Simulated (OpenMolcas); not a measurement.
# B97-1/6-31G(d,p) (spherical functions) run of BNH3F3 (SMILES [NH3+][B-](F)(F)F)

What is the energy change on altering one bond length of BNH3F3 at B97-1/6-31G** (spherical functions)? 

The calculation is run with OpenMolcas 26.06.

### 1 Starting point

BNH3F3 has 8 atoms, charge 0, and is taken as a singlet. SMILES: `[NH3+][B-](F)(F)F`. The coordinates come from a PBE0-D4/def2-TZVP relaxation.

Bond lengths: N1–B2 1.674 Å, B2–F3 1.368 Å, B2–F4 1.368 Å, B2–F5 1.368 Å, N1–H6 1.015 Å, N1–H7 1.015 Å, N1–H8 1.015 Å. Some angles: N1–B2–F3 104.1°, N1–B2–F4 104.1°, N1–B2–F5 104.1°, F3–B2–F4 114.2°, F3–B2–F5 114.2°, F4–B2–F5 114.2°, B2–N1–H6 110.1°, B2–N1–H7 110.1°, B2–N1–H8 110.1°, H6–N1–H7 108.9°.

### 2 The energy at B97-1/6-31G(d,p) (spherical functions)

The input, coord.xyz:

```xyz
8

N     -0.501800    -0.052400     0.645700
B      0.531500     0.038700    -0.668100
F      1.521100    -0.860400    -0.378100
F     -0.251400    -0.312100    -1.733900
F      0.943600     1.343300    -0.679400
H     -1.280300     0.587300     0.522000
H     -0.006300     0.194600     1.496700
H     -0.864300    -0.996100     0.739300
```

The input, job.input:

```
>>> EXPORT MOLCAS_PRINT=2
&GATEWAY
BasLib
$CurrDir
Coord
coord.xyz
Basis
6-31Gss
Group
NoSym
&SEWARD
&SCF
KSDFT
HYB_GGA_XC_B97_1
PrOrbitals
1 1
```

The basis set 6-31G** is read from a file made from the Basis Set Exchange's data (not shown).

Command:

```
$ export MOLCAS_MEM=1860
$ pymolcas job.input > job.log
```

The program printed:

```text
--- Start Module: gateway ---
[...]
--- Stop Module: gateway /rc=_RC_ALL_IS_WELL_ ---
--- Start Module: seward ---
[...]
      Basis functions           85
--- Stop Module: seward /rc=_RC_ALL_IS_WELL_ ---
[...]
--- Start Module: scf ---
[...]
       Convergence after  11 Iterations
[...]
::    Total KS-DFT energy                            -381.0345695125
[...]
      Total spin, S                                     0.0000000000
[...]
      Total electronic charge=   42.000000
      Total            charge=   -0.000000
[...]
      Dipole Moment (debye):
      Origin of the operator (angstrom)=    0.4552    0.0320   -0.5712
                   X= -3.7803E+00               Y= -3.3381E-01               Z=  4.8075E+00           Total=  6.1248E+00
      Quadrupole Moment (debye*angstrom):
[...]
--- Stop Module: scf /rc=_RC_ALL_IS_WELL_ ---
[...]
```

Run time: 8.7 s. Hardware: 1 thread of Intel Xeon Platinum 8375C at 2.90GHz (Ice Lake), shared host; peak memory 0.47 GiB.

### 3 The distorted shape

The input, coord.xyz:

```xyz
8

N     -0.465542     0.041991     0.636338
B      0.567758     0.133091    -0.677462
F      1.557358    -0.766009    -0.387462
F     -0.215142    -0.217709    -1.743262
F      0.979858     1.437691    -0.688762
H     -1.244042     0.681691     0.512638
H      0.029958     0.288991     1.487338
H     -0.864300    -0.996100     0.739300
```

The input, job.inp:

```
* BF3H3N Kohn-Sham DFT
>>> EXPORT MOLCAS_PRINT=2

&GATEWAY
 BasLib
 $CurrDir
 Coord
 coord.xyz
 Basis
 6-31Gss
 Group
 NoSym

&SEWARD

&SCF
 KSDFT
 HYB_GGA_XC_B97_1
 PrOrbitals
 1 1
```

The basis set 6-31G** is read from a file made from the Basis Set Exchange's data (not shown).

Command:

```
$ export MOLCAS_MEM=1860
$ pymolcas job.inp > job.log
```

The program printed:

```text
--- Start Module: gateway ---
[...]
--- Stop Module: gateway /rc=_RC_ALL_IS_WELL_ ---
--- Start Module: seward ---
[...]
      Basis functions           85
--- Stop Module: seward /rc=_RC_ALL_IS_WELL_ ---
[...]
--- Start Module: scf ---
[...]
       Convergence after  11 Iterations
[...]
::    Total KS-DFT energy                            -381.0281694362
[...]
      Total spin, S                                     0.0000000000
[...]
      Total electronic charge=   42.000000
      Total            charge=   -0.000000
[...]
      Dipole Moment (debye):
      Origin of the operator (angstrom)=    0.4910    0.1253   -0.5804
                   X= -3.8088E+00               Y= -4.1214E-01               Z=  4.8131E+00           Total=  6.1516E+00
      Quadrupole Moment (debye*angstrom):
[...]
--- Stop Module: scf /rc=_RC_ALL_IS_WELL_ ---
[...]
```

It took 8.7 s on 1 thread of Intel Xeon Platinum 8375C at 2.90GHz (Ice Lake), shared host; peak memory 0.47 GiB.

### 4 Outcome

At B97-1/6-31G** (spherical functions):

```
                                                         quantity          value
                                        first shape: total energy  -381.03457 Eh
                                       first shape: dipole moment         6.12 D
                                         first shape: HOMO energy       -9.06 eV
                                         first shape: LUMO energy        0.99 eV
                                       first shape: HOMO–LUMO gap       10.05 eV
                                    distorted shape: total energy  -381.02817 Eh
                                   distorted shape: dipole moment         6.15 D
                                     distorted shape: HOMO energy       -9.05 eV
                                     distorted shape: LUMO energy        0.56 eV
                                   distorted shape: HOMO–LUMO gap        9.61 eV
energy change with the N1–H8 bond stretched from 1.015 to 1.117 Å       0.174 eV
```

**Reading.** With the N1–H8 bond stretched from 1.015 to 1.117 Å the energy rises by 0.17 eV (4.0 kcal/mol). The first shape isn't relaxed at this level, so the change isn't measured from a minimum. Mulliken charges (first shape) run from -0.67 on N1 to +0.79 on B2; they depend strongly on the basis. Mulliken charges (distorted shape) run from -0.68 on N1 to +0.79 on B2.
